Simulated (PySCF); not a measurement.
# C6H9FO2: the cost of one run

Computed with PySCF 2.14.0 and routines of our own; the level stands in each step. Atoms count from 0.

## Step 1: The starting structure

18 atoms, charge 0, multiplicity 1; geometry from: GFN2-xTB.

## Step 2: Magnetic properties: GIAO B3LYP/pcSseg-1

What the job is given:

```
{"job": {"kind": "mag", "xc": "B3LYP", "basis": "pcSseg-1", "isotopologues": 0}, "charge": 0, "multiplicity": 1}
C      3.597149     1.064970     0.131853
C      2.607020     0.409354     0.719440
C      1.215702     0.530917     0.235727
O      0.860026     1.175291    -0.720125
O      0.379139    -0.172356     1.014859
C     -1.000164    -0.131138     0.669800
C     -1.320509    -1.087456    -0.479774
C     -2.799339    -1.046303    -0.828153
F     -3.555251    -1.492642     0.230419
H      4.617052     0.992922     0.468505
H      3.396689     1.700475    -0.715847
H      2.746660    -0.237086     1.572243
H     -1.539488    -0.421320     1.573183
H     -1.266717     0.893221     0.385522
H     -0.747539    -0.798562    -1.361775
H     -1.038372    -2.102130    -0.192316
H     -3.132367    -0.025588    -1.041791
H     -3.028451    -1.702584    -1.673427
```

With the program's defaults for keys left out, this is: GIAO B3LYP/pcSseg-1 magnetisability, rotational g tensor and spin-rotation constants, non-relativistic, gas phase.

Run with:

```bash
OMP_NUM_THREADS=1 python excited_run.py task.json out
```

The driver reads the jobs from task.json and runs them one after another.

Q: Estimate the wall time and peak memory of this first job on 1 thread of Arm Neoverse V1, shared host.

About 35 s, with a peak of 0.96 GiB.
